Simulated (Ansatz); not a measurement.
**Ga2AsN: the cell at several levels of theory**

Aim: relax an ordered 8-atom cell of Ga2AsN on the zincblende lattice (P-4m2) with PBE and r2SCAN and see how far the functionals disagree on the cell. This is a trial cell built on a prototype, not taken from a measured structure, and it needn't be the compound's ground state.

Program: Ansatz 0.2.0. PAW datasets, plane waves, zero pressure. The structure was generated, not taken from experiment, and needn't be the ground state; spin polarisation is off.

## 1. The cell

This is the cell as the run starts from it, not yet at rest; its lengths are not the crystal's.

The symmetry is P-4m2 (No. 115, tetragonal); conventional cell a = 3.426 Å, c = 9.690 Å, 14.22 Å³ an atom. N has 4 Ga at 2.10 Å; Ga has 4 N at 2.10 Å; Ga has 2 As at 2.10 Å and 2 N at 2.10 Å; As has 4 Ga at 2.10 Å; Ga has 4 As at 2.10 Å.

The structure in full:

Space group P-4m2 (No. 115). a = 3.426 Å, b = 3.426 Å, c = 9.690 Å, α = 90.00°, β = 90.00°, γ = 90.00°
```json
{"atom": "N", "site": "2g", "symmetry": "2mm.", "x": "0.5000", "y": "0.0000", "z": "0.1250"}
{"atom": "Ga", "site": "1b", "symmetry": "-4m2", "x": "0.5000", "y": "0.5000", "z": "0.0000"}
{"atom": "Ga", "site": "2e", "symmetry": "2mm.", "x": "0.0000", "y": "0.0000", "z": "0.7500"}
{"atom": "As", "site": "2g", "symmetry": "2mm.", "x": "0.5000", "y": "0.0000", "z": "0.6250"}
{"atom": "Ga", "site": "1c", "symmetry": "-4m2", "x": "0.5000", "y": "0.5000", "z": "0.5000"}
```

## 2. PBE: cell and atoms

The input, input.yaml:

```yaml
crystal:
  lattice:
    - [3.4260196536, 0.0, 0.0]
    - [0.0, 3.4260196536, 0.0]
    - [0.0, 0.0, 9.6902469181]
  atoms:
    - { symbol: "N", position: [0.5, 0.0, 0.125] }
    - { symbol: Ga, position: [0.5, 0.5, 0.0] }
    - { symbol: "N", position: [0.0, 0.5, 0.875] }
    - { symbol: Ga, position: [0.0, 0.0, 0.75] }
    - { symbol: As, position: [0.5, 0.0, 0.625] }
    - { symbol: Ga, position: [0.5, 0.5, 0.5] }
    - { symbol: As, position: [0.0, 0.5, 0.375] }
    - { symbol: Ga, position: [0.0, 0.0, 0.25] }
kpoints:
  mp_grid: { grid: [6, 6, 4] }
hamiltonian:
  xc: pbe
scf:
  occupations: { method: fermi_dirac, width: 0.02 }
relax:
  f_tol: 0.005
  cell: {}
output:
  write_density: true
  write_potential: true
  elf: true
  volumetric_format: npy
```

The run is started by

```bash
$ ansatz run input.yaml --threads 4 --pin off --max-ram 6451MiB --backend cpu --events-out ev --progress --plain --runs-dir out
```

Further steps of the session: r2SCAN: cell and atoms.

What does the calculation give? Wanted: for each run, a; c; volume; space group; SCF geometries.

The runs gave:

| level | a (Å) | c (Å) | volume (Å³/atom) | space group | SCF geometries |
| --- | --- | --- | --- | --- | --- |
| PBE | 3.673 | 10.051 | 16.950 | P-4m2 | 11 |
| r2SCAN | 3.633 | 9.878 | 16.299 | P-4m2 | 5 |

What this shows: The first relaxation changed the volume by +19.2 % from the start. r2SCAN gives the smallest cell and PBE the largest; they differ by 4.0 % in volume, a mean of 1.3 % in length. The meshes differ: PBE 6×6×4, r2SCAN 6×6×2.
